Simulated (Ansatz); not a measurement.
# YS: stress in a strained cell

YS is deformed so: equal xy, yz and zx engineering shear strains of +2 %. What stress and forces result, by LAPW, PAW and all-electron datasets made for the crystal?

Computed with Ansatz 0.2.0 (DFT LDA, scalar-relativistic, unless a step's input says otherwise).

### 1 Starting point

It takes space group Fm-3m (No. 225, cubic). The conventional cell has a = 5.487 Å, b = 5.487 Å, c = 5.487 Å, α = 90.00°, β = 90.00°, γ = 90.00°. Around Y (site symmetry m-3m) lie 6 S at 2.74 Å. S (site symmetry m-3m) is surrounded by 6 Y at 2.74 Å.

Coordinates:

```cif
data_structure
_symmetry_space_group_name_H-M 'P 1'
_symmetry_Int_Tables_number 1
_cell_length_a 3.8801
_cell_length_b 3.8801
_cell_length_c 3.8801
_cell_angle_alpha 60.000
_cell_angle_beta 60.000
_cell_angle_gamma 60.000
_cell_volume 41.31
loop_
_atom_site_label
_atom_site_type_symbol
_atom_site_fract_x
_atom_site_fract_y
_atom_site_fract_z
_atom_site_occupancy
Y1 Y 0.50000 0.50000 0.50000 1
S1 S 0.00000 0.00000 0.00000 1
```

Atoms are numbered in the order of the input: Y1, S2.

### 2 After the deformation

Space group Fm-3m before, R-3m after.

### 3 Full-potential LAPW

File input.yaml:

```yaml
crystal:
  lattice:
    - [0.054873, 2.7710865, 2.7710865]
    - [2.7710865, 0.054873, 2.7710865]
    - [2.7710865, 2.7710865, 0.054873]
  atoms:
    - { symbol: "Y", position: [0.5, 0.5, 0.5] }
    - { symbol: S, position: [0.0, 0.0, 0.0] }
kpoints:
  mp_grid: { grid: [8, 8, 8] }
  band_path:
    path:
      - [0.0, 0.0, 0.0]
      - [0.5, 0.5, 0.5]
      - [0.2451701269, 0.5, 0.7548298731]
      - [-0.2451701269, 0.2451701269, 0.5]
      - [0.0, 0.0, 0.5]
      - [0.0, 0.0, 0.0]
      - [-0.3725850634, 0.0, 0.3725850634]
      - [0.0, 0.3725850634, 0.6274149366]
      - [0.0, 0.5, 0.5]
    npoints: 5
scf:
  occupations: { method: fermi_dirac, width: 0.01 }
hamiltonian:
  xc: lda
  pseudopotentials: { kind: all_electron, lapw: { basis_error: 0.00025 } }
output:
  forces: true
  stress: true
  eigenvalues: true
```

Run with:

```
> ansatz run input.yaml --threads 1 --pin off --max-ram 3072MiB --backend cpu --events-out ev --progress --plain --runs-dir out
```

### 4 PAW on the default files

File input.yaml:

```yaml
crystal:
  lattice:
    - [0.054873, 2.7710865, 2.7710865]
    - [2.7710865, 0.054873, 2.7710865]
    - [2.7710865, 2.7710865, 0.054873]
  atoms:
    - { symbol: "Y", position: [0.5, 0.5, 0.5] }
    - { symbol: S, position: [0.0, 0.0, 0.0] }
kpoints:
  mp_grid: { grid: [8, 8, 8] }
scf:
  occupations: { method: fermi_dirac, width: 0.01 }
hamiltonian:
  xc: lda
  pseudopotentials: { kind: paw }
output:
  forces: true
  stress: true
  eigenvalues: true
  efg: { contact_densities: true }
  write_density: true
  write_potential: true
  elf: true
  volumetric_format: npy
```

### 5 Datasets made for this crystal

Edit input.yaml of step 4 so:

```diff
@@ -14,3 +14,3 @@
   xc: lda
-  pseudopotentials: { kind: paw }
+  pseudopotentials: { kind: all_electron, datasets: crystal }
 output:
@@ -20,5 +20 @@
   efg: { contact_densities: true }
-  write_density: true
-  write_potential: true
-  elf: true
-  volumetric_format: npy
```

(Steps that only read results are left out.)

Q: Predict the outcome of this session. Wanted: pressure; largest shear or deviatoric stress.

**Answer**, as computed:

| quantity | value |
| --- | --- |
| pressure | LAPW -3.79, PAW -3.81, crystal datasets -3.79 GPa |
| largest shear or deviatoric stress (LAPW) | 0.40 GPa |

**Reading.** The largest part of the stress beyond the pressure is 0.40 GPa in size; the atoms are carried along and not relaxed. No run of the undeformed cell stands beside it, so the pressure holds what the given cell had before the change. PAW: stress within 0.01 GPa of LAPW. Crystal datasets: stress within 0.01 GPa of LAPW.
